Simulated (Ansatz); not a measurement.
**CH₂BNO: one species, many methods**

How much do the methods differ for CH₂BNO? The plan is to run it at one geometry with functionals of several rungs and with coupled cluster, and see how far each lands from CCSD(T) at the basis-set limit for the atomisation energy.

The runs use Ansatz 0.2.0, Gaussian basis; functionals in def2-TZVPP, the program's frozen cores in correlated methods.

Plan: LDA (SPW92), PBE-D4, revPBE-D4, BLYP-D4, r2SCAN-D4, B97M-V, PBE0-D4, B3LYP-D4, r2SCANh-D4, r2SCAN0-D4, HSE06-D4, BHLYP-D4, CAM-B3LYP-D4, LC-ωPBE, ωB97X-V, ωB97M-V, B2PLYP, PBE-QIDH; CCSD(T)/def2-SVP; CCSD(T)/def2-TZVPP; MP2/def2-QZVPP; extrapolation to the limit; RPA on PBE.

## Step 1: Structure used throughout

All runs share one geometry, relaxed beforehand with PBE0-D4 in a triple-zeta def2 set.

6 atoms, charge 0, spin multiplicity 1.

Atoms are counted from 1 here; the program's logs count them from 0.

Bond lengths: B1–N2 1.483 Å, B1–C3 1.734 Å, B1–O4 1.430 Å, B1–H5 1.187 Å, N2–C3 1.277 Å, C3–O4 1.395 Å, C3–H6 1.092 Å. Angles: N2–B1–C3 46.0°, N2–B1–O4 96.3°, N2–B1–H5 135.2°, C3–B1–O4 51.2°, C3–B1–H5 163.7°, O4–B1–H5 127.4°, B1–N2–C3 77.4°, B1–C3–N2 56.6°, B1–C3–O4 53.1°, B1–C3–H6 163.7°, N2–C3–O4 108.5°, N2–C3–H6 132.3°, O4–C3–H6 119.0°, B1–O4–C3 75.7°.

## Step 2: LDA

This LDA is Slater exchange with PW92 correlation.

Contents of in.yaml:

```yaml
crystal:
  periodic: [false, false, false]
  atoms:
    - {symbol: B, position_ang: [0.436887, 0.509462, -0.582586]}
    - {symbol: N, position_ang: [-0.788590, 0.749471, 0.216929]}
    - {symbol: C, position_ang: [-0.518020, -0.470444, 0.482552]}
    - {symbol: O, position_ang: [0.463434, -0.909578, -0.405753]}
    - {symbol: H, position_ang: [1.290740, 1.194387, -1.041461]}
    - {symbol: H, position_ang: [-0.842350, -1.137297, 1.284119]}
basis:
  gaussian: {orbitals: def2-TZVPP}
hamiltonian: {xc: lda}
output: {orbitals: {seedname: orbitals}}
```

On the command line:

```
ansatz run in.yaml --threads 2 --pin off --events-out ev --progress --plain --max-ram 4352MiB
```

The runs that follow: PBE-D4 (GGA); revPBE-D4 (GGA); BLYP-D4 (GGA); r2SCAN-D4 (meta-GGA); B97M-V (meta-GGA); PBE0-D4 (hybrid); B3LYP-D4 (hybrid); r2SCANh-D4 (hybrid); r2SCAN0-D4 (hybrid); HSE06-D4 (hybrid); BHLYP-D4 (hybrid); CAM-B3LYP-D4 (range-separated); LC-ωPBE (range-separated); ωB97X-V (range-separated); ωB97M-V (range-separated); B2PLYP (double hybrid); PBE-QIDH (double hybrid); CCSD(T) in def2-SVP; CCSD(T) in def2-TZVPP; MP2 in def2-QZVPP; RPA on PBE orbitals.

Q: Predict the results of all the runs planned. Wanted: atomisation energy, CCSD(T)/CBS; farthest beyond LDA; mean size of error, GGA; mean size of error, meta-GGA; mean size of error, hybrid; mean size of error, range-separated; mean size of error, double hybrid; gap, smallest and largest; T1 diagnostic.

As calculated:

| quantity | value |
| --- | --- |
| atomisation energy, CCSD(T)/CBS | 2532.8 kJ/mol |
| functionals within 12.7 kJ/mol (0.5 %) | r2SCANh-D4, B2PLYP, PBE-QIDH |
| farthest beyond LDA | PBE-D4 (+138.3 kJ/mol) |
| mean size of error, GGA | 78.3 kJ/mol |
| mean size of error, meta-GGA | 28.0 kJ/mol |
| mean size of error, hybrid | 43.7 kJ/mol |
| mean size of error, range-separated | 33.0 kJ/mol |
| mean size of error, double hybrid | 1.8 kJ/mol |
| gap, smallest and largest | 3.56 eV (LDA (SPW92)), 11.52 eV (LC-ωPBE) |
| T1 diagnostic | 0.0158 |
| triples share of the correlation energy | 4.5 % |

**Reading.** LDA overbinds by 488.0 kJ/mol (19 %). PBE-D4 is off by +138.3 kJ/mol. Double hybrids carry the basis error of their MP2 part in triple zeta, and no dispersion term here, so their miss is partly the set-up's. By mean error the best rung here is double hybrid (1.8 kJ/mol) and the worst beyond LDA is GGA (78.3 kJ/mol). The reference freezes the cores and leaves out relativity and excitations past (T), so misses under about 12.7 kJ/mol can't be ranked. Hartree-Fock recovers 67 % of the binding; the rest is correlation. CCSD(T) in def2-SVP is off by -136.9 kJ/mol, worse than the median functional, from the basis alone. Orbital gaps span 3.6 to 11.5 eV; exact exchange widens them.
